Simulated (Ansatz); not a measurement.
# EuMoO3: the cost of one run

Computed with Ansatz 0.2.0, driven from Python. Level of theory: DFT PBEsol+U, plane waves, PAW.

### 1 The structure

It takes space group Pm-3m (No. 221, cubic). The conventional cell has a = 4.100 Å, b = 4.100 Å, c = 4.100 Å, α = 90.00°, β = 90.00°, γ = 90.00°. Around Eu (site symmetry m-3m) lie 12 O at 2.90 Å. Mo (site symmetry m-3m) is surrounded by 6 O at 2.05 Å. Around O (site symmetry 4/mmm) lie 2 Mo at 2.05 Å and 4 Eu at 2.90 Å.

Input file POSCAR:

```text
EuMoO3
1.0
   4.10022100    0.00000000    0.00000000
   0.00000000    4.10022100    0.00000000
   0.00000000    0.00000000    4.10022100
Eu Mo O
1 1 3
Direct
   0.00000000    0.00000000    0.00000000
   0.50000000    0.50000000    0.50000000
   0.50000000    0.50000000    0.00000000
   0.50000000    0.00000000    0.50000000
   0.00000000    0.50000000    0.50000000
```

### 2 The code

plus_u.py reads:

```python
# -*- coding: utf-8 -*-
"""DFT+U scan for EuMoO3."""

import warnings

import ansatz
from ase.io import read
import numpy as np

params = {
    "functional": "PBEsol",
    "mesh": (5, 5, 5),
    "filling": "Gaussian",
    "smearing_width": 0.1,
}


def count_gap(report):
    # lowest empty less highest filled band, counting bands; zero where they overlap
    return max(report.get("gap_by_band_count_ev") or 0.0, 0.0)

warnings.simplefilter("ignore", ansatz.DeckWarning)

atoms = read("POSCAR", format="vasp")
xtal = ansatz.Crystal.from_ase(atoms).moments(Eu=7)

setup = (
    xtal.calculation()
    .functional(params["functional"])
    .kpoints(*params["mesh"])  # the mesh must be finer for metals
    .occupations(params["filling"], width=params["smearing_width"])  # fractional filling near the Fermi level
    .spin("collinear")
    .band_table()
)
rows = []
for u in [0.0, 1.5, 3.0, 4.5, 6.0]:
    r = setup.hubbard("Eu", "f", u_eff=u).run().report
    shell = r["hubbard"]["n_scf"]
    rows.append((u, count_gap(r), sum(shell) / len(shell), max(abs(m) for m in r["site_moments_mub"]), r["n_iterations"]))
lines = [",".join(["U_eff eV", "gap by band count eV", "Eu f occupation (projector)", "largest moment muB", "iterations"])] + [",".join(f"{v:.4f}" if isinstance(v, float) else str(v) for v in row) for row in rows]
print("\n".join(lines))
with open("plus_u.csv", "w") as handle:
    handle.write("\n".join(lines) + "\n")
```

### 3 What the engine is handed

The engine receives this input (first run):

```yaml
crystal:
  lattice:
    - [4.100221, 0.0, 0.0]
    - [0.0, 4.100221, 0.0]
    - [0.0, 0.0, 4.100221]
  atoms:
    - { symbol: Eu, position: [0.0, 0.0, 0.0] }
    - { symbol: Mo, position: [0.5, 0.5, 0.5] }
    - { symbol: O, position: [0.5, 0.5, 0.0] }
    - { symbol: O, position: [0.5, 0.0, 0.5] }
    - { symbol: O, position: [0.0, 0.5, 0.5] }
kpoints:
  mp_grid:
    grid: [5, 5, 5]
hamiltonian:
  xc: pbesol
  hubbard:
    - { species: Eu, l: f, u_eff: 0.0 }
magnetization:
  spin_polarized: true
  per_species:
    Eu: 7.0
scf:
  occupations:
    method: gaussian
    width: 0.1
output:
  eigenvalues: true
```

### 4 Running it

The run is started by

```
$ python plus_u.py
```

What time and memory should one allow on 1 thread of Arm Neoverse V1, shared host?

About 53 s, with a peak of 0.53 GiB.
